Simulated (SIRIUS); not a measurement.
Set up this calculation in SIRIUS 7.12.0, as the native input.

- Task: single point
- Functional: PBEsol
- Potentials or basis: all-electron FP-LAPW
- Cutoff: 165 eV
- Basis: apw+lo standard
- k mesh: 11 × 11 × 6
- Occupations: fermi-dirac, width 0.05 eV
- Spin: no spin polarisation
- Muffin tin radii: Ag 2.53, Rh 2.53 bohr
- Basis cutoff (gk_cutoff): 3.48 1/bohr
- Cutoff of density and potential (pw_cutoff): 20 1/bohr
- lmax of the basis: 10
- lmax of density and potential: 8
- Valence relativity: iora
- Core states: Ag 1s2s2p3s3p3d, Rh 1s2s2p3s3p3d
- Local orbitals (radial functions): Ag 13, Rh 13
- Reference energy of the basis: 0.26 Ha
- Smallest sphere radius times basis cutoff: 8.8
- Start of the SCF: LDA density

Crystal: AgRh.

```
Ag Rh
1.0
     2.77759    0.00000    0.00000
    -1.38879    2.40546    0.00000
     0.00000    0.00000    4.80860
Ag Rh
1 1
Direct
  0.00000 0.00000 0.50000
  0.66667 0.33333 0.00000
```

The cell comes from a database or a generator and needn't be the stable form of this composition.

The input as run:

sirius.json

```json
{
  "control": {
    "processing_unit": "cpu",
    "std_evp_solver_name": "lapack",
    "gen_evp_solver_name": "lapack",
    "verbosity": 2,
    "print_forces": true,
    "ortho_rf": true,
    "use_second_variation": true,
    "rmt_max": 3.0,
    "num_bands_to_print": 24,
    "save_wf": true
  },
  "parameters": {
    "electronic_structure_method": "full_potential_lapwlo",
    "xc_functionals": ["XC_GGA_X_PBE_SOL", "XC_GGA_C_PBE_SOL"],
    "core_relativity": "dirac",
    "valence_relativity": "iora",
    "num_fv_states": 29,
    "smearing": "fermi_dirac",
    "smearing_width": 0.0018374661,
    "pw_cutoff": 20,
    "gk_cutoff": 3.48,
    "lmax_apw": 10,
    "lmax_rho": 8,
    "lmax_pot": 8,
    "num_mag_dims": 0,
    "auto_rmt": 0,
    "ngridk": [11, 11, 6],
    "shiftk": [0, 0, 0],
    "num_dft_iter": 80,
    "energy_tol": 1e-07,
    "density_tol": 1e-05,
    "use_symmetry": true
  },
  "settings": {"tol_ne": 1e-10},
  "iterative_solver": {"type": "exact"},
  "mixer": {"type": "anderson", "beta": 0.5, "max_history": 8},
  "unit_cell": {
    "lattice_vectors": [[5.2488809846, 0.0, 0.0], [-2.6244404923, 4.5456642742, 0.0], [0.0, 0.0, 9.0869408223]],
    "atom_types": ["Ag", "Rh"],
    "atom_files": {"Ag": "Ag.json", "Rh": "Rh.json"},
    "atoms": {"Ag": [[0.0, 0.0, 0.5]], "Rh": [[0.6666666667, 0.3333333333, 0.0]]}
  }
}
```

Ag.json

```json
{
  "name": "silver",
  "symbol": "Ag",
  "number": 47,
  "mass": 107.8682,
  "rmin": 1e-06,
  "rmt": 2.53,
  "nrmt": 800,
  "rinf": 15.52,
  "core": "1s2s2p3s3p3d",
  "valence": [
    {"basis": [{"enu": 0.06, "dme": 0, "n": 0, "auto": 0}, {"enu": 0.06, "dme": 1, "n": 0, "auto": 0}]},
    {"l": 0, "n": 1, "basis": [{"enu": 0.16, "dme": 0, "n": 0, "auto": 0}]},
    {"l": 1, "n": 2, "basis": [{"enu": 0.16, "dme": 0, "n": 0, "auto": 0}]},
    {"l": 2, "n": 3, "basis": [{"enu": 0.1551, "dme": 0, "n": 0, "auto": 0}]},
    {"l": 3, "n": 4, "basis": [{"enu": 0.16, "dme": 0, "n": 0, "auto": 0}]}
  ],
  "lo": [
    {"l": 0, "basis": [{"enu": 0.16, "dme": 0, "n": 0, "auto": 0}, {"enu": 0.16, "dme": 1, "n": 0, "auto": 0}]},
    {
      "l": 0,
      "basis": [{"enu": -3.1497, "dme": 0, "n": 4, "auto": 1}, {"enu": -3.1497, "dme": 1, "n": 4, "auto": 1}]
    },
    {
      "l": 0,
      "basis": [{"enu": -3.1497, "dme": 1, "n": 4, "auto": 1}, {"enu": 0.16, "dme": 0, "n": 0, "auto": 0}]
    },
    {"l": 0, "basis": [{"enu": 0.16, "dme": 0, "n": 0, "auto": 0}, {"enu": 2.6596, "dme": 0, "n": 0, "auto": 0}]},
    {"l": 1, "basis": [{"enu": 0.16, "dme": 0, "n": 0, "auto": 0}, {"enu": 0.16, "dme": 1, "n": 0, "auto": 0}]},
    {
      "l": 1,
      "basis": [{"enu": -1.8195, "dme": 0, "n": 4, "auto": 1}, {"enu": -1.8195, "dme": 1, "n": 4, "auto": 1}]
    },
    {
      "l": 1,
      "basis": [{"enu": -1.8195, "dme": 1, "n": 4, "auto": 1}, {"enu": 0.16, "dme": 0, "n": 0, "auto": 0}]
    },
    {"l": 1, "basis": [{"enu": 0.16, "dme": 0, "n": 0, "auto": 0}, {"enu": 3.0346, "dme": 0, "n": 0, "auto": 0}]},
    {
      "l": 2,
      "basis": [{"enu": 0.1551, "dme": 0, "n": 0, "auto": 0}, {"enu": 0.1551, "dme": 1, "n": 0, "auto": 0}]
    },
    {
      "l": 2,
      "basis": [{"enu": 0.1551, "dme": 1, "n": 0, "auto": 0}, {"enu": 0.1551, "dme": 2, "n": 0, "auto": 0}]
    },
    {
      "l": 2,
      "basis": [{"enu": 0.1551, "dme": 0, "n": 0, "auto": 0}, {"enu": 2.5923, "dme": 0, "n": 0, "auto": 0}]
    },
    {"l": 3, "basis": [{"enu": 0.16, "dme": 0, "n": 0, "auto": 0}, {"enu": 0.16, "dme": 1, "n": 0, "auto": 0}]},
    {"l": 3, "basis": [{"enu": 0.16, "dme": 0, "n": 0, "auto": 0}, {"enu": 2.8784, "dme": 0, "n": 0, "auto": 0}]}
  ],
  "free_atom": [... radial grid and density of the free atom, the start of the SCF ...]
}
```

Rh.json

```json
{
  "name": "rhodium",
  "symbol": "Rh",
  "number": 45,
  "mass": 102.9055,
  "rmin": 1e-06,
  "rmt": 2.53,
  "nrmt": 800,
  "rinf": 15.89,
  "core": "1s2s2p3s3p3d",
  "valence": [
    {"basis": [{"enu": 0.06, "dme": 0, "n": 0, "auto": 0}, {"enu": 0.06, "dme": 1, "n": 0, "auto": 0}]},
    {"l": 0, "n": 1, "basis": [{"enu": 0.16, "dme": 0, "n": 0, "auto": 0}]},
    {"l": 1, "n": 2, "basis": [{"enu": 0.16, "dme": 0, "n": 0, "auto": 0}]},
    {"l": 2, "n": 3, "basis": [{"enu": 0.16, "dme": 0, "n": 0, "auto": 0}]},
    {"l": 3, "n": 4, "basis": [{"enu": 0.16, "dme": 0, "n": 0, "auto": 0}]}
  ],
  "lo": [
    {"l": 0, "basis": [{"enu": 0.16, "dme": 0, "n": 0, "auto": 0}, {"enu": 0.16, "dme": 1, "n": 0, "auto": 0}]},
    {
      "l": 0,
      "basis": [{"enu": -2.6964, "dme": 0, "n": 4, "auto": 1}, {"enu": -2.6964, "dme": 1, "n": 4, "auto": 1}]
    },
    {
      "l": 0,
      "basis": [{"enu": -2.6964, "dme": 1, "n": 4, "auto": 1}, {"enu": 0.16, "dme": 0, "n": 0, "auto": 0}]
    },
    {"l": 0, "basis": [{"enu": 0.16, "dme": 0, "n": 0, "auto": 0}, {"enu": 2.6596, "dme": 0, "n": 0, "auto": 0}]},
    {"l": 1, "basis": [{"enu": 0.16, "dme": 0, "n": 0, "auto": 0}, {"enu": 0.16, "dme": 1, "n": 0, "auto": 0}]},
    {
      "l": 1,
      "basis": [{"enu": -1.5262, "dme": 0, "n": 4, "auto": 1}, {"enu": -1.5262, "dme": 1, "n": 4, "auto": 1}]
    },
    {
      "l": 1,
      "basis": [{"enu": -1.5262, "dme": 1, "n": 4, "auto": 1}, {"enu": 0.16, "dme": 0, "n": 0, "auto": 0}]
    },
    {"l": 1, "basis": [{"enu": 0.16, "dme": 0, "n": 0, "auto": 0}, {"enu": 3.0346, "dme": 0, "n": 0, "auto": 0}]},
    {"l": 2, "basis": [{"enu": 0.16, "dme": 0, "n": 0, "auto": 0}, {"enu": 0.16, "dme": 1, "n": 0, "auto": 0}]},
    {"l": 2, "basis": [{"enu": 0.16, "dme": 1, "n": 0, "auto": 0}, {"enu": 0.16, "dme": 2, "n": 0, "auto": 0}]},
    {"l": 2, "basis": [{"enu": 0.16, "dme": 0, "n": 0, "auto": 0}, {"enu": 2.5972, "dme": 0, "n": 0, "auto": 0}]},
    {"l": 3, "basis": [{"enu": 0.16, "dme": 0, "n": 0, "auto": 0}, {"enu": 0.16, "dme": 1, "n": 0, "auto": 0}]},
    {"l": 3, "basis": [{"enu": 0.16, "dme": 0, "n": 0, "auto": 0}, {"enu": 2.8784, "dme": 0, "n": 0, "auto": 0}]}
  ],
  "free_atom": [... radial grid and density of the free atom, the start of the SCF ...]
}
```

sirius_start.json

```json
{
  "control": {
    "processing_unit": "cpu",
    "std_evp_solver_name": "lapack",
    "gen_evp_solver_name": "lapack",
    "verbosity": 1,
    "print_forces": false,
    "ortho_rf": true,
    "use_second_variation": true,
    "rmt_max": 3.0,
    "num_bands_to_print": 24,
    "save_wf": false
  },
  "parameters": {
    "electronic_structure_method": "full_potential_lapwlo",
    "xc_functionals": ["XC_LDA_X", "XC_LDA_C_PW"],
    "core_relativity": "dirac",
    "valence_relativity": "iora",
    "num_fv_states": 29,
    "smearing": "fermi_dirac",
    "smearing_width": 0.0055123983,
    "pw_cutoff": 20,
    "gk_cutoff": 2.78,
    "lmax_apw": 10,
    "lmax_rho": 8,
    "lmax_pot": 8,
    "num_mag_dims": 0,
    "auto_rmt": 0,
    "ngridk": [4, 4, 2],
    "shiftk": [0, 0, 0],
    "num_dft_iter": 30,
    "energy_tol": 0.01,
    "density_tol": 0.05,
    "use_symmetry": true
  },
  "settings": {"tol_ne": 1e-10},
  "iterative_solver": {"type": "exact"},
  "mixer": {"type": "anderson", "beta": 0.5, "max_history": 8},
  "unit_cell": {
    "lattice_vectors": [[5.2488809846, 0.0, 0.0], [-2.6244404923, 4.5456642742, 0.0], [0.0, 0.0, 9.0869408223]],
    "atom_types": ["Ag", "Rh"],
    "atom_files": {"Ag": "Ag.json", "Rh": "Rh.json"},
    "atoms": {"Ag": [[0.0, 0.0, 0.5]], "Rh": [[0.6666666667, 0.3333333333, 0.0]]}
  }
}
```

Potentials or basis: all-electron FP-LAPW, apw+lo standard.

Launch:

```sh
$ OMP_NUM_THREADS=1 sirius.scf --input=sirius_start.json --output=start.json
$ OMP_NUM_THREADS=1 sirius.scf --input=sirius.json --output=output.json --task=1
```

It gave:

```
Band gap on the k mesh                            : none (metal or under the smearing width)
All electrons inside the program's atomic spheres : Ag 45.89; Rh 43.75 (radii Ag 2.53, Rh 2.53 bohr)
```

Run time: 68 s on 1 thread of Arm Neoverse V2 (shared host), peak memory 0.46 GiB.
